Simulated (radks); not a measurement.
# Polarisabilities and dispersion coefficients of Cl, He, Sr and others

The task here is to estimate one member of a computed series from the others.

The numbers are computed with radks (a radial shooting solver on a logarithmic mesh, Libxc functionals) version 1 (non-relativistic Kohn-Sham, LB94 model potential, spin-unpolarised, spherical densities, point nucleus), except any that are marked as measured or tabulated.

## The atom as given

```
species : Cl ([Ne] 3s2 3p5), He ([He]), Sr ([Kr] 5s2), Ti ([Ar] 3d2 4s2), Te³⁺ ([Kr] 4d10 5s2 5p1), Ru ([Kr] 4d7 5s1), Li⁺ ([He]), S⁺ ([Ne] 3s2 3p3), Nb⁺ ([Kr] 4d4), Nb ([Kr] 4d4 5s1)
```

LB94 adds a gradient term to the LDA potential that gives it a −1/r tail. It is a model potential with no energy functional, so Etot and Exc are not given.

Set-up of the first run:

Settings of this run:

```text
Z 17
configuration [Ne] 3s2 3p5
relativity non-relativistic
functional lda,pw
model_potential LB94
spin unpolarised
nucleus point
response adiabatic LDA kernel
```

Among the steps run: Cl, [Ne] 3s2 3p5; He, [He]; Sr, [Kr] 5s2; Ti, [Ar] 3d2 4s2; Te³⁺, [Kr] 4d10 5s2 5p1; Ru, [Kr] 4d7 5s1; Li⁺, [He]; S⁺, [Ne] 3s2 3p3; Nb⁺, [Kr] 4d4; Nb, [Kr] 4d4 5s1.

One table of the session follows, with a row left open; its other results are not shown here.

```
species  −ε(HOMO) (eV)  α (bohr³)  α uncoupled (bohr³)  C6 (hartree bohr⁶)
     Cl         13.597      14.94                22.78               94.43
     He         23.160      1.390                1.524               1.468
     Sr          6.183      151.9                274.6                2173
     Ti              ?          ?                    ?                   ?
   Te³⁺         37.897      10.52                19.23               54.15
     Ru          8.004      48.24                82.59               407.4
    Li⁺         72.201     0.1985               0.2124             0.08167
     S⁺         21.917      11.21                18.02               55.58
    Nb⁺         14.964      20.89                30.42               131.8
     Nb          7.130      73.98                128.1               746.2
```

Estimate the missing values for Ti.

The run gave: −ε(HOMO) (eV): 7.547; α (bohr³): 80.85; α uncoupled (bohr³): 150.0; C6 (hartree bohr⁶): 832.8. In the column «−ε(HOMO) (eV)» it lies between Nb (7.130) and Ru (8.004).

What this shows: Uncoupled leaves out the potential induced by the response; Sr is the most polarisable and Li⁺ the least, a factor 765 apart. C8 is given only where no p, d or f shell is open. For heavy and open-shell atoms this level can miss by tens of per cent.
